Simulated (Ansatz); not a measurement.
**Y (fcc type): how the settings move a single-point run**

Question: which choices in the input matter for Y (fcc type)?

Program: Ansatz 0.2.0. Level of theory: reference: DFT, LDA, PAW with Ansatz's default frozen-core files, scalar-relativistic. These are calculated values, not measurements.

**1. The system as given**

The structure is cubic, space group Fm-3m (No. 225). Conventional cell: a = 3.702 Å, b = 3.702 Å, c = 3.702 Å, α = 90.00°, β = 90.00°, γ = 90.00°. Y (site symmetry m-3m) has 12 Y at 2.62 Å in its first shell of neighbours.

Structure file:

```
CELL_PARAMETERS angstrom
0.00000 1.85101 1.85101
1.85101 0.00000 1.85101
1.85101 1.85101 0.00000
ATOMIC_POSITIONS crystal
Y 0.00000 0.00000 0.00000
```

**2. Reference**

Contents of input.yaml:

```yaml
crystal:
  lattice:
    - [0.0, 1.8510076718, 1.8510076718]
    - [1.8510076718, 0.0, 1.8510076718]
    - [1.8510076718, 1.8510076718, 0.0]
  atoms:
    - { symbol: "Y", position: [0.0, 0.0, 0.0] }
kpoints:
  mp_grid: { grid: [13, 13, 13] }
  band_path:
    path:
      - [0.0, 0.0, 0.0]
      - [0.5, 0.0, 0.5]
      - [0.625, 0.25, 0.625]
      - [0.375, 0.375, 0.75]
      - [0.0, 0.0, 0.0]
      - [0.5, 0.5, 0.5]
      - [0.5, 0.25, 0.75]
      - [0.5, 0.0, 0.5]
    npoints: 8
scf:
  occupations: { method: fermi_dirac, width: 0.08 }
hamiltonian:
  xc: lda
  pseudopotentials: { kind: paw }
output:
  forces: true
  stress: true
  eigenvalues: true
  populations: true
  dos: { projected: true, de: 0.2, e_range: [-14, 8] }
  write_density: true
  write_potential: true
  elf: true
  volumetric_format: npy
```

On the command line:

```
ansatz run input.yaml --threads 1 --pin off --max-ram 2048MiB --backend cpu --events-out ev --progress --plain --runs-dir out
```

**3. Changing settings: symmetry.detect false, preconditioner local_kerker**

input.yaml: that of step 2 with these lines changed.

```diff
@@ -7,2 +7,3 @@
     - { symbol: "Y", position: [0.0, 0.0, 0.0] }
+  symmetry: { detect: false }
 kpoints:
@@ -22,2 +23,3 @@
   occupations: { method: fermi_dirac, width: 0.08 }
+  mixing: { preconditioner: local_kerker }
 hamiltonian:
@@ -30,6 +32 @@
   populations: true
-  dos: { projected: true, de: 0.2, e_range: [-14, 8] }
-  write_density: true
-  write_potential: true
-  elf: true
-  volumetric_format: npy
```

Q: Predict the outcome of this session. Wanted: for each run, ending; energy change; pressure; gap; force.

**Answer**, as computed:

| run | ending | energy change | pressure (GPa) | gap (eV) | force (eV/Å) | cycles | time |
| --- | --- | --- | --- | --- | --- | --- | --- |
| reference | converged | 0 | 142.4 | 0.00 | 0.00 | 6 | 1.6 s |
| 1: symmetry.detect false, preconditioner local_kerker | converged | 0.0 meV/atom | 142.4 | 0.00 | 0.00 | 6 | 21 s |

Times don't compare one to one where runs were asked for different outputs or read a saved state (see the inputs); cycles may leave out searches for a lower state.

Residual by cycle in the longest SCF loop of each run; runs are numbered as in the table. The quantity is the density residual dr2, in eV.

| cycle | reference | run 1 |
| --- | --- | --- |
| 1 | 0.0559 | 0.0559 |
| 2 | 0.00306 | 0.0159 |
| 3 | 4.6e-5 | 4.6e-5 |
| 4 | 1.2e-7 | 1.5e-6 |
| 5 | 5.4e-9 | 6.5e-9 |
| 6 | 1.3e-11 | 7.9e-11 |

Energy and cycle count are those of the reference, so the change (use of symmetry and mixing) left the result and the number of cycles as they were. The structure is not at rest: the sound run finds 142 GPa, so these are no properties of the relaxed crystal. 
